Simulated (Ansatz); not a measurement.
Write a Python script for the Python package of Ansatz (0.2.0) that makes a convergence test of the plane-wave cutoff of LaMg, space group Pm-3m. Settings (first run): LDA, PAW, cutoff 250 eV, 9×9×9 k-points, cold smearing of 0.1 eV. The script varies cutoff (eV): 250, 325, 400, 475.

```
La Mg
1.0
     3.96500    0.00000    0.00000
     0.00000    3.96500    0.00000
     0.00000    0.00000    3.96500
La Mg
1 1
Direct
  0.50000 0.50000 0.50000
  0.00000 0.00000 0.00000
```

`ecut.py`
```python
"""Convergence of LaMg with the plane-wave cutoff."""

import csv

import ansatz as az
import numpy as np

SMEARING = "cold"
SMEARING_WIDTH = 0.1
KMESH = (9, 9, 9)

vectors = np.array([
    [3.965, 0.0, 0.0],
    [0.0, 3.965, 0.0],
    [0.0, 0.0, 3.965],
])
structure = (
    az.Lattice.of(vectors)
    .atom("La", (0.5, 0.5, 0.5))
    .atom("Mg", (0.0, 0.0, 0.0))
)

model = (
    structure.calculation()
    .occupations(SMEARING, width=SMEARING_WIDTH)
    .kpoints(*KMESH)  # the mesh must be finer for metals
    .functional(az.Functional.LDA)
    .stress()
)

rows = []
for value in [250, 325, 400, 475]:
    report = model.basis(value).run(threads=1).report
    rows.append((value, report["free_energy_ev"] / len(report["lattice"]["sites"]), report["n_iterations"], sum(report["stress_gpa"][i][i] for i in range(3)) / 3, report["n_pw"]))

with open("ecut.csv", "w", newline="") as handle:
    writer = csv.writer(handle)
    writer.writerow(["cutoff (eV)", "F/atom (eV)", "iterations", "P (GPa)", "plane waves"])
    writer.writerows([round(v, 5) if isinstance(v, float) else v for v in row] for row in rows)

# differences from the last row
for row in rows[:-1]:
    shift = 1000 * (row[1] - rows[-1][1])
    print(f"{row[0]}: {shift:+.2f} meV/atom" + ("  (within 5 meV)" if abs(shift) < 5 else ""))
```

```console
$ python ecut.py
DeckWarning: basis.ecutwfc = 250 eV is below the records' recommended 420 eV, and the density's cutoff is lower with it unless basis.ecutrho_ratio is high enough to keep the records' density cutoff: compare with a run at a higher cutoff
DeckWarning: basis.ecutwfc = 325 eV is below the records' recommended 420 eV, and the density's cutoff is lower with it unless basis.ecutrho_ratio is high enough to keep the records' density cutoff: compare with a run at a higher cutoff
DeckWarning: basis.ecutwfc = 400 eV is below the records' recommended 420 eV, and the density's cutoff is lower with it unless basis.ecutrho_ratio is high enough to keep the records' density cutoff: compare with a run at a higher cutoff
250: +228.98 meV/atom
325: +10.57 meV/atom
400: +0.19 meV/atom  (within 5 meV)
```
(Warnings from the package without file and line.)

It writes `ecut.csv`:
```csv
cutoff (eV),F/atom (eV),iterations,P (GPa),plane waves
250,-3988.70288,6,-2.80512,587
325,-3988.92129,6,-2.76883,799
400,-3988.93168,6,-2.76855,1141
475,-3988.93187,6,-2.76913,1419
```

From 400 eV on it stays within 5 meV an atom of the value at 475 eV; the first row (250 eV) is off by 229.0 meV and the last but one by 0.19 meV. The energy falls steadily, as expected when plane waves are added. The pressure moves from -2.81 to -2.77 GPa (the program's stress holds a Pulay correction, so it settles early).

Notes:
- Pressure is positive in compression.
- The structure is a deposited one; some such entries were measured under pressure or heat, so a shift against it needn't be the functional's error alone.
- Shifts are counted from the last row, which is itself no proven limit.
- The whole script took 6.1 s on 1 thread of AMD EPYC 7R43 64-Core Processor (Zen 3), with other jobs on the host, peak memory 0.44 GiB.
